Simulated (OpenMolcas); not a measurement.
**Zr²⁺ among point charges: CASSCF and CASPT2 levels and susceptibility**

How does a field of 6 point charges split the states of Zr²⁺, and what χT follows?

Program: OpenMolcas 26.06. Level of theory: state-averaged CASSCF and CASPT2, spin-orbit coupling by RASSI with atomic mean-field integrals. These are calculated values, not measurements, unless marked.

**1. Starting point**

- Species: Zr²⁺ (zirconium, Z = 40, 38 electrons)
- Basis: ANO-RCC-VTZP [7s6p4d2f1g], 68 functions
- Scalar Hamiltonian: DKH2, point nucleus
- Inactive shells: 1s 2s 2p 3s 3p 3d 4s 4p
- Active space: 2 electrons in 5 orbitals (4d)
- Some configurations of this space: 4d2
- Orbitals: optimised for each spin and parity, averaged over all roots

Outer shells as boxes (Hund's rule):

4d2
```
4d [↑ ][↑ ][  ][  ][  ]
```

The ion sits among 6 point charges of -1.1 e arranged as an octahedron (Oh), 2.01 Å from the ion.

The work runs as a chain of OpenMolcas steps in one folder; each step below is one input file. Labels, J, g values, rates, χT and fits are worked out afterwards by a script from the matrices that RASSI stores. The input lists half of the charges; inversion (Group=XYZ) makes the rest.

**2. GATEWAY and SEWARD: basis and integrals**

File a.inp:

```
&GATEWAY
Coord
1

Zr 0.0 0.0 0.0
Basis=ANO-RCC-VTZP
Group=XYZ
NoMove
AngMom=0.0 0.0 0.0
AMFI
XField
3 Angstrom 0
2.010000 0.000000 0.000000 -1.100000
0.000000 2.010000 0.000000 -1.100000
0.000000 0.000000 2.010000 -1.100000
&SEWARD
```

**3. Reference wave functions, triplets of even parity, 10 roots**

File a.inp:

```
&RASSCF
FileOrb=start.orb
Symmetry=1
Spin=3
nActEl=2 0 0
Inactive=9 9
Ras2=5 0
CIRoot=10 10 1
SDav=10
CIMx=300
Iter=120 100
PrWF=0.3
OrbListing=Nothing
MaxOrb=0
>>> COPY $Project.JobIph JOB001
```

start.orb holds the contracted functions of the basis, ordered by shell, or the orbitals of the step before.

**4. CASSCF: singlets of even parity, 15 roots**

File a.inp:

```
&RASSCF
FileOrb=start.orb
Symmetry=1
Spin=1
nActEl=2 0 0
Inactive=9 9
Ras2=5 0
CIRoot=15 15 1
SDav=15
CIMx=300
Iter=120 100
PrWF=0.3
OrbListing=Nothing
MaxOrb=0
>>> COPY $Project.JobIph JOB002
```

**5. State interaction with spin-orbit coupling**

File a.inp:

```
&RASSI
NrOfJobIphs=2 10 15
1 2 3 4 5 6 7 8 9 10
1 2 3 4 5 6 7 8 9 10 11 12 13 14 15
IphNames
JOB001
JOB002
EJob
SpinOrbit
DIPRint=1.0
SOCoupling=1000.0
Subsets=2
Property=9
'ANGMOM' 1 'ANGMOM' 2 'ANGMOM' 3 'MLTPL  1' 1 'MLTPL  1' 2 'MLTPL  1' 3
'AMFI' 1 'AMFI' 2 'AMFI' 3
SOProperty=3
'ANGMOM' 1 'ANGMOM' 2 'ANGMOM' 3
```

**6. CASPT2: IPEA 0.25, imaginary shift 0.1 (closed shells correlated: 4s 4p)**

File a.inp:

```
>>> COPY JOB001 $Project.JobIph
&CASPT2
Multistate=10 1 2 3 4 5 6 7 8 9 10
NoMult
Frozen=8 6
IPEA=0.25
Imaginary=0.1
MaxIter=60
WThr=0.0 0.3 0.05
PrWF=0.5
NoMix
>>> COPY JOB002 $Project.JobIph
&CASPT2
Multistate=15 1 2 3 4 5 6 7 8 9 10 11 12 13 14 15
NoMult
Frozen=8 6
IPEA=0.25
Imaginary=0.1
MaxIter=60
WThr=0.0 0.3 0.05
PrWF=0.5
NoMix
```

(Steps that only read results are left out.)

What does the calculation give? Wanted: spin-free ground state; first state of the same spin within the active space; lowest level; next level.

As calculated:

```
                                            quantity                                                                        value
                                              method  SS-CASPT2, IPEA 0.25, imaginary shift 0.1 (closed shells correlated: 4s 4p)
                              spin-free ground state                                              3T1, 3-fold in its orbital part
first state of the same spin within the active space                                                            3T2 at 16700 cm⁻¹
                                        lowest level                                               2-fold E, g = 0.00, 0.00, 0.00
                                          next level                                                                    10.0 cm⁻¹
                                         χT at 300 K                                                               0.75 cm³ K/mol
                           effective moment at 300 K                                                                      2.45 μB
```

Cost by method:

| method | time of its own steps | time with the reference |
| --- | --- | --- |
| A. CASSCF | 6.1 s | 6.1 s |
| B. SS-CASPT2, IPEA 0.25, imaginary shift 0.1, +4s 4p | 3.4 s | 9.5 s |

Times are of one thread on a shared host.

In words: The spin-free ground state (3T1) comes to 88 % from free-ion F terms and keeps the highest spin of the shell. χT at 300 K is 0.75, against 1.00 cm³ K/mol for the spin alone, so spin-orbit coupling lowers it. A ligand-field fit to the states below 45000 cm-1 gives 10Dq = 19580 cm-1, B = 294 cm-1 and C = 1493 cm-1 (C/B = 5.09), with a deviation of 981 cm-1. CASPT2 does not keep the components of a term degenerate, and the means are used. The field of point charges can differ much from that of real complexes. Point charges carry no covalency, so the field is a model and not that of real ligands.
